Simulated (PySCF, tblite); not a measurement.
# C₅H₁₁FSi: geometry, infrared bands and NMR shifts

Wanted: the infrared bands and NMR shifts of C₅H₁₁FSi (`CC[C@H]1C[Si@@H](F)C1`), by calculation.

Computed with tblite 0.8.0 and PySCF 2.14.0, with density-fitted response routines of our own, on a single molecule in the gas phase. Atoms count from 0, in the outputs and in this text.

## Step 1: Starting geometry

18 atoms, charge 0, multiplicity 1; geometry from: force field or distance geometry start.

Bonds of the start (Å): C0–C1 1.53, C1–C2 1.47, C2–C3 1.50, C3–Si4 1.89, Si4–F5 1.65, Si4–C6 1.88, C6–C2 1.50, C0–H7 1.10, C0–H8 1.11, C0–H9 1.09, C1–H10 1.11, C1–H11 1.12, C2–H12 1.12, C3–H13 1.13, C3–H14 1.09, Si4–H15 1.47, C6–H16 1.11, C6–H17 1.11.

## Step 2: Geometry optimisation with GFN2-xTB

What the job is given:

```
{"job": {"kind": "relax", "xc": "GFN2-xTB", "basis": "xTB"}, "charge": 0, "multiplicity": 1}
C      2.171800     0.348100    -0.698000
C      1.342100     0.316000     0.590100
C     -0.069400     0.279500     0.197900
C     -0.583300    -0.835500    -0.658000
Si    -2.285400    -0.115300    -0.269200
F     -3.547400    -1.178400    -0.202400
C     -1.117600    -0.080400     1.203300
H      1.528200     0.018600    -1.525000
H      2.390800     1.423900    -0.887300
H      3.051400    -0.290500    -0.623800
H      1.522800     1.259200     1.155800
H      1.670300    -0.541800     1.234600
H     -0.361800     1.250900    -0.271300
H     -0.428900    -1.857200    -0.189900
H     -0.339000    -0.797900    -1.720500
H     -2.513500     1.196300    -0.884900
H     -1.417300     0.715900     1.914600
H     -1.022500    -1.105000     1.622400
```

Run with:

```sh
> OMP_NUM_THREADS=1 python probes_run.py task.json out
```

This one command runs all jobs of the session in turn.

**Question.** This job is followed by: GFN2-xTB harmonic vibrations, gas phase; GIAO PBE0/pcSseg-1 NMR shielding, non-relativistic, gas phase. Predict these results of the whole session: strongest single infrared mode (GFN2-xTB); zero-point energy (GFN2-xTB); 13C shifts against TMS (PBE0/pcSseg-1, means over atoms taken as alike); 1H shifts against TMS (PBE0/pcSseg-1, means over atoms taken as alike); 29Si shifts against TMS (PBE0/pcSseg-1); 19F shifts against CFCl3 (PBE0/pcSseg-1).

The runs gave:

```
                                                               quantity                                   value
                              strongest single infrared mode (GFN2-xTB)                   2368 cm⁻¹, 326 km/mol
                                           zero-point energy (GFN2-xTB)                           93.3 kcal/mol
13C shifts against TMS (PBE0/pcSseg-1, means over atoms taken as alike)              38.5, 31.5, 30.4, 14.6 ppm
 1H shifts against TMS (PBE0/pcSseg-1, means over atoms taken as alike)  5.63, 1.94, 1.69, 1.45, 1.44, 0.98 ppm
                                29Si shifts against TMS (PBE0/pcSseg-1)                                19.5 ppm
                               19F shifts against CFCl3 (PBE0/pcSseg-1)                              -180.7 ppm
```

**Reading.** The optimisation took 89 steps and gained 1.621 eV; among the close pairs (by a distance rule), C1–C2 changed most, from 1.465 to 1.522 Å. All 48 modes are real, so the xTB geometry is a minimum. The strongest single mode, at 2368 cm⁻¹, moves mainly H15. GFN2-xTB is a fitted tight-binding method: band positions and strengths are rough. Its intensities can rank the bands wrongly. At PBE0/pcSseg-1: The widest tensor belongs to Si4: span 135 ppm, with a paramagnetic part of -548 ppm.
